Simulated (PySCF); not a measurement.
**RbH: basis, grid and Hamiltonian**

Which parts of the numerical set-up matter for RbH? Each run edits the base script.

Method: each script names its method and basis; program: PySCF 2.14.0.

3 further runs of the same task are left out: 2 for a known fault of the program, 1 that didn't finish.

**1. Where the work starts**

RbH: 2 atoms, charge 0, spin multiplicity 1.

Bond lengths: Rb1–H2 2.380 Å.

**2. The base run**

input.py

```python
from pyscf import gto, scf, cc

mol = gto.M(
    atom='Rb 0 0 0; H 0 0 2.38',
    basis='jorge-dzp',
    charge=0,
    spin=0,
    verbose=4,
)
mf = scf.UHF(mol)
mf.kernel()
mycc = cc.CCSD(mf)
mycc.kernel()
mf.dip_moment()
print('orbital energies (hartree):', [e[max(0, n-3):n+3].round(4) for e, n in zip(mf.mo_energy, mol.nelec)])
```

On the command line:

```
> python input.py
```

Its log is not repeated here.

It gives: E(SCF) = -2938.584850 Eh, 11 cycles, E(CCSD) − E(SCF) = -0.20745 Eh, μ = 9.45 D (of the SCF density).

No relativity is included for the heavy element. The bond length is a typed value, not an optimised one.

**3. Crenbl (core potential on)**

Run 1 changes basis set: jorge-dzp → crenbl; core potential: off → on. The core potential changes with it: totals don't compare.

input.py

```python
from pyscf import gto, scf, cc

mol = gto.M(
    atom='Rb 0 0 0; H 0 0 2.38',
    basis='crenbl',
    ecp={'Rb': 'crenbl'},
    charge=0,
    spin=0,
    verbose=4,
)
mf = scf.UHF(mol)
mf.kernel()
mycc = cc.CCSD(mf)
mycc.kernel()
mf.dip_moment()
print('orbital energies (hartree):', [e[max(0, n-3):n+3].round(4) for e, n in zip(mf.mo_energy, mol.nelec)])
```

On the command line:

```
> python input.py
```

**4. Def2-tzvp (core potential on)**

Run 2 changes basis set: jorge-dzp → def2-tzvp; core potential: off → on. The core potential changes with it: totals don't compare.

input.py, as its differences from that of step 2:

```diff
@@ -4,3 +4,4 @@
     atom='Rb 0 0 0; H 0 0 2.38',
-    basis='jorge-dzp',
+    basis='def2-tzvp',
+    ecp={'Rb': 'def2-tzvp'},
     charge=0,
```

**5. Cartesian functions on**

Run 3 changes Cartesian functions: off → on.

input.py, as its differences from that of step 2:

```diff
@@ -7,2 +7,3 @@
     spin=0,
+    cart=True,
     verbose=4,
```

Before running it: what results should come out? Wanted: for each run, E(SCF); from base; gap; SCF dipole; after the SCF.

**Answer**, as computed:

```csv
run,E(SCF) (hartree),from base (eV),cycles,gap (eV),SCF dipole (D),functions,after the SCF
base,-2938.584850,0,11,6.08,9.45,41,CCSD correlation -5.645 eV
crenbl (core potential on),-24.290903,not comparable,8,5.87,9.85,24,CCSD correlation -1.332 eV
def2-tzvp (core potential on),-24.328528,not comparable,8,6.19,9.30,39,CCSD correlation -2.724 eV
Cartesian functions on,-2938.602817,-0.4889,9,6.10,9.41,43,CCSD correlation -5.852 eV
```

**Reading.** Total energies from different bases, Hamiltonians or methods carry different errors, so properties are taken as differences within one set-up.
